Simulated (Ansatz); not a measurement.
# AlCd2: the cost of one run

Method: DFT PBE, scalar-relativistic, plane waves, PAW, in Ansatz 0.2.0.

### 1 The starting structure

The structure is hexagonal, space group P6_3/mmc (No. 194). The conventional cell has a = 3.271 Å, b = 3.271 Å, c = 12.723 Å, α = 90.00°, β = 90.00°, γ = 120.00°. Al (site symmetry -6m2) has 6 Cd at 2.45 Å as nearest neighbours. Around Cd (site symmetry 3m) lie 3 Al at 2.45 Å.

Structure file:

```cif
data_structure
_symmetry_space_group_name_H-M 'P6_3/mmc'
_symmetry_Int_Tables_number 194
_cell_length_a 3.2710
_cell_length_b 3.2710
_cell_length_c 12.7230
_cell_angle_alpha 90.000
_cell_angle_beta 90.000
_cell_angle_gamma 120.000
_cell_volume 117.89
loop_
_atom_site_label
_atom_site_type_symbol
_atom_site_symmetry_multiplicity
_atom_site_Wyckoff_symbol
_atom_site_fract_x
_atom_site_fract_y
_atom_site_fract_z
_atom_site_occupancy
Al1 Al 2 c 0.33333 0.66667 0.25000 1
Cd1 Cd 4 f 0.33333 0.66667 0.62750 1
```

This is candidate A: 2H molybdenite type (P6_3/mmc, No. 194).

(A quick probe on a coarse mesh, which set the mesh and smearing, is not shown.)

### 3 A loose first relaxation (candidate A)

input.yaml

```yaml
crystal:
  lattice:
    - [3.2710435271, 0.0, 0.0]
    - [-1.6355217636, 2.8328067914, 0.0]
    - [0.0, 0.0, 12.7230179655]
  atoms:
    - { symbol: Al, position: [0.3333333333, 0.6666666667, 0.25] }
    - { symbol: Al, position: [0.6666666667, 0.3333333333, 0.75] }
    - { symbol: Cd, position: [0.3333333333, 0.6666666667, 0.6275] }
    - { symbol: Cd, position: [0.6666666667, 0.3333333333, 0.1275] }
    - { symbol: Cd, position: [0.3333333333, 0.6666666667, 0.8725] }
    - { symbol: Cd, position: [0.6666666667, 0.3333333333, 0.3725] }
basis:
  ecutwfc: 420
kpoints:
  mp_grid: { grid: [6, 6, 2] }
hamiltonian:
  xc: pbe
scf:
  occupations: { method: gaussian, width: 0.1 }
  lower_state_search: "off"
output:
  forces: true
  stress: true
  eigenvalues: true
relax:
  adjacent_minimum: "off"
  f_tol: 0.04
  max_steps: 70
  cell: { stress_tol: 0.4 }
```

Command:

```
ansatz run input.yaml --threads 1 --pin off --max-ram 2560MiB --backend cpu --events-out ev --progress --plain --runs-dir out
```

What time and memory should one allow on 1 thread of AMD EPYC 7R43 (Zen 3), shared host?

About 51 s, with a peak of 0.47 GiB.
